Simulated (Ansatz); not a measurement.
# Li: the cost of one run

Method: DFT PBE, scalar-relativistic, plane waves, PAW, in Ansatz 0.2.0.

### Step 1. The structure to begin with

Symmetry: Im-3m, No. 229, cubic system. Conventional cell: a = 3.450 Å, b = 3.450 Å, c = 3.450 Å, α = 90.00°, β = 90.00°, γ = 90.00°. Li (site symmetry m-3m) is surrounded by 8 Li at 2.99 Å.

Coordinates:

```
CELL_PARAMETERS angstrom
3.45000 0.00000 0.00000
0.00000 3.45000 0.00000
0.00000 0.00000 3.45000
ATOMIC_POSITIONS crystal
Li 0.00000 0.00000 0.00000
Li 0.50000 0.50000 0.50000
```

### Step 2. Relaxing cell and atoms: Li, no spin

The input, input.yaml:

```yaml
crystal:
  lattice:
    - [3.45, 0.0, 0.0]
    - [0.0, 3.45, 0.0]
    - [0.0, 0.0, 3.45]
  atoms:
    - { symbol: Li, position: [0.0, 0.0, 0.0] }
    - { symbol: Li, position: [0.5, 0.5, 0.5] }
scf:
  occupations: { method: methfessel_paxton, width: 0.1 }
output:
  forces: true
  stress: true
  eigenvalues: true
hamiltonian:
  xc: pbe
kpoints:
  mp_grid: { grid: [20, 20, 20] }
relax:
  f_tol: 0.005
  cell: { stress_tol: 0.02 }
```

Launch:

```console
$ ansatz run input.yaml --threads 4 --pin off --max-ram 14336MiB --backend cpu --events-out ev --progress --plain --runs-dir out
```

**Question.** How long does this run take on 4 threads of Arm Neoverse V1, shared host, and how much memory does it need?

About 5.5 s, with a peak of 0.4 GiB.
